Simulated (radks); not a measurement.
# Valence configurations of Te

Aim: which of several valence configurations of Te lies lowest at this level, and whether it is the one NIST lists ([Kr] 4d10 5s2 5p4).

Program: radks (a radial shooting solver on a logarithmic mesh, Libxc functionals) version 1. Level of theory: Dirac Kohn-Sham, BLYP, spin-unpolarised, spherical densities, point nucleus; open shells are shared between the two j in proportion to 2j + 1. These are calculated values, not measurements, unless marked.

## Step 1: Starting point

- element: tellurium (Z = 52)
- charge: 0
- electrons: 52
- configuration: [Kr] 4d10 5s2 5p4
- others tried: 4d10 5s1.5 5p4.5; 4d9 5s2 5p5; 4d8 5s2 5p6; 4d10 5s1 5p5; 4d10 5p6; 4d9.5 5s2 5p4.5; 4d9 5s1 5p6

The outer shells:

Te
```
[Kr] core
4d [↑↓][↑↓][↑↓][↑↓][↑↓]
5s [↑↓]
5p [↑↓][↑ ][↑ ]
```

## Step 2: [Kr] 4d10 5s2 5p4

The run's settings:

```text
Z 52
configuration [Kr] 4d10 5s2 5p4
relativity Dirac
functional b88,lyp
spin unpolarised
j_filling average
nucleus point
c 137.035999084
```

## Step 3: [Kr] 4d10 5s1.5 5p4.5

Settings, as their differences from step 2:

```diff
@@ -1,3 +1,3 @@
 Z 52
-configuration [Kr] 4d10 5s2 5p4
+configuration [Kr] 4d10 5s1.5 5p4.5
 relativity Dirac
```

## Step 4: [Kr] 4d9 5s2 5p5

Settings, as their differences from step 3:

```diff
@@ -1,3 +1,3 @@
 Z 52
-configuration [Kr] 4d10 5s1.5 5p4.5
+configuration [Kr] 4d9 5s2 5p5
 relativity Dirac
```

## Step 5: [Kr] 4d8 5s2 5p6

Settings, as their differences from step 4:

```diff
@@ -1,3 +1,3 @@
 Z 52
-configuration [Kr] 4d9 5s2 5p5
+configuration [Kr] 4d8 5s2 5p6
 relativity Dirac
```

## Step 6: [Kr] 4d10 5s1 5p5

Settings, as their differences from step 5:

```diff
@@ -1,3 +1,3 @@
 Z 52
-configuration [Kr] 4d8 5s2 5p6
+configuration [Kr] 4d10 5s1 5p5
 relativity Dirac
```

## Step 7: [Kr] 4d10 5p6

Settings, as their differences from step 6:

```diff
@@ -1,3 +1,3 @@
 Z 52
-configuration [Kr] 4d10 5s1 5p5
+configuration [Kr] 4d10 5p6
 relativity Dirac
```

## Step 8: [Kr] 4d9.5 5s2 5p4.5

Settings, as their differences from step 7:

```diff
@@ -1,3 +1,3 @@
 Z 52
-configuration [Kr] 4d10 5p6
+configuration [Kr] 4d9.5 5s2 5p4.5
 relativity Dirac
```

## Step 9: [Kr] 4d9 5s1 5p6

Settings, as their differences from step 8:

```diff
@@ -1,3 +1,3 @@
 Z 52
-configuration [Kr] 4d9.5 5s2 5p4.5
+configuration [Kr] 4d9 5s1 5p6
 relativity Dirac
```

Before running it: what results should come out? Wanted: for each run, valence; E − E(NIST configuration); highest level; its energy; 1s shift.

As calculated:

```csv
valence,E − E(NIST configuration) (eV),highest level,its energy (eV),1s shift (eV)
4d10 5s2 5p4,0.000,5p3/2,-5.548,+0.00
4d10 5s1.5 5p4.5,4.609,5p3/2,-5.812,-0.72
4d10 5s1 5p5,9.272,5p3/2,-6.069,-1.42
4d9.5 5s2 5p4.5,18.425,5p3/2,-6.048,-4.31
4d10 5p6,18.751,5p3/2,-6.561,-2.79
4d9 5s2 5p5,38.141,5p3/2,-6.544,-8.69
4d9 5s1 5p6,48.176,5p3/2,-7.035,-10.03
4d8 5s2 5p6,81.451,5p3/2,-7.525,-17.62
```

**Reading.** The NIST configuration is the lowest of those tried, 4.609 eV under 4d10 5s1.5 5p4.5. The energies are those of spherical spin-averaged densities, not of single terms. The 1s eigenvalue shifts by up to 17.62 eV as the valence charge is rearranged.
